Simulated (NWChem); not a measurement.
# C2H3In (SMILES C#[C][InH2]): M06-2X/jorge-TZP

Aim: the electronic atomisation energy of C2H3In at M06-2X/jorge-TZP, from 4 runs. 

The calculation is run with NWChem 7.3.0.

## 1. Starting point

The species is C2H3In (6 atoms), meant as a singlet with charge 0. As SMILES, `C#[C][InH2]`. The coordinates come from a PBE0-D4/def2-TZVP relaxation.

Bond lengths: C1–C2 1.210 Å, C2–In3 2.097 Å, C1–H4 1.067 Å, In3–H5 1.713 Å, In3–H6 1.713 Å. Angles: C1–C2–In3 180.0°, C2–C1–H4 180.0°, C2–In3–H5 117.0°, C2–In3–H6 117.0°, H5–In3–H6 126.0°.

## 2. The energy at M06-2X/jorge-TZP (run 1)

The input, mol.nw:

```
start mol
title "C2H3In energy"
memory total 2200 mb

geometry units angstroms noautosym nocenter noautoz
   C     -0.186600    -1.928000     0.015100
   C     -0.070400    -0.723400     0.005900
   In     0.131900     1.363900    -0.010600
   H     -0.289000    -2.989600     0.023300
   H      0.673500     2.081500    -1.468800
   H     -0.259400     2.195500     1.435000
end

basis spherical bse
   * library jorge-TZP
end

dft
   xc m06-2x
   grid fine
   convergence energy 1e-08
   maxiter 100
   mulliken
   print low
end

task dft energy
```

Launch:

```console
$ nwchem mol.nw > mol.out
```

Output:

```text
[...]
 d= 0,ls=0.0,diis     1  -5815.9321091014 -6.00D+03  7.05D-03  1.31D+01     7.3
[...]
 d= 0,ls=0.0,diis    10  -5815.9838973594 -1.80D-09  5.30D-07  1.29D-08    56.8
         Total DFT energy =    -5815.983897359448
      One electron energy =    -8327.051684919974
           Coulomb energy =     2496.246257266061
    Exchange-Corr. energy =     -166.495030913786
 Nuclear repulsion energy =      181.316561208252
[...]
      Total Density - Mulliken Population Analysis
     ---------------------------------------------
    Atom       Charge   Shell Charges
 -----------   ------   -------------------------------------------------------
    1 C    6     6.19   0.55  1.40  0.02  0.73  0.45  1.26  1.25  0.49  0.01  0.02  0.01
    2 C    6     6.25   0.55  1.40  0.02  0.71  0.73  1.22  1.08  0.50  0.01  0.03  0.01
    3 In  49    48.40   0.81  1.13  0.64  1.41  2.00  2.10  0.86  0.22  0.02  5.85  1.98  4.25  5.89  0.37  0.73  0.12 10.01  8.46  0.29  1.26  0.00  0.00  0.00
    4 H    1     0.87   0.26  0.44  0.11  0.02  0.03  0.00
    5 H    1     1.15   0.22  0.53  0.37  0.02 -0.00  0.01
    6 H    1     1.15   0.22  0.53  0.37  0.02 -0.00  0.01
[...]
```

Wall time 57 s (1 thread of AMD EPYC 9B45 (Zen 5), shared host); peak memory 0.14 GiB.

## 3. The C atom at the same level (run 2)

The input, input.nw:

```
start input
title "C M06-2X"
memory total 2200 mb

geometry noautosym nocenter noautoz
 C      0.000000     0.000000     0.000000
end

basis spherical bse
 * library jorge-TZP
end

dft
 xc m06-2x
 mult 3
 grid fine
 convergence energy 1e-08
 iterations 100
 mulliken
 print low
end

task dft
```

Run the same way, it converges to -37.84131 Eh (log not shown).

Run 3 isn't shown in full; the table further down has it.

## 4. The In atom, same level (run 4)

The input, mol.xyz:

```xyz
1
In
In     0.000000     0.000000     0.000000
```

The input, mol.nw:

```
start mol
title "In"
memory total 2200 mb
charge 0

geometry units angstrom noautosym nocenter noautoz
  load format xyz mol.xyz
end

basis spherical bse
  In library jorge-TZP
end

dft
  xc m06-2x
  mult 2
  grid fine
  convergence energy 1e-08
  iterations 100
  mulliken
  noprint "final vectors analysis"
end

task dft
```

Run the same way, it converges to -5738.00615 Eh (log not shown).

## 5. Overview of the runs

| run | level | partner | energy (Eh) | wall time |
| --- | --- | --- | --- | --- |
| 1 | M06-2X/jorge-TZP | base | -5815.983897 | 57 s |
| 2 | UM06-2X/jorge-TZP | atoms | -37.841312 | 0.93 s |
| 3 | UM06-2X/jorge-TZP | atoms | -0.498092 | 0.58 s |
| 4 | UM06-2X/jorge-TZP | atoms | -5738.006145 | 11 s |

## 6. Outcome

Level: M06-2X/jorge-TZP.

| quantity | value |
| --- | --- |
| In atom: total energy | -5738.00615 Eh |
| In atom: ⟨S²⟩ | 0.753 |
| electronic atomisation energy | 21.792 eV |

**Reading.** Taking the molecule apart into free atoms costs 21.79 eV (2103 kJ/mol), before zero-point energy and without spin-orbit coupling. In runs 1, 4 relativity is left out where basis or elements ask for it. All runs together took 70 s, the longest 57 s.
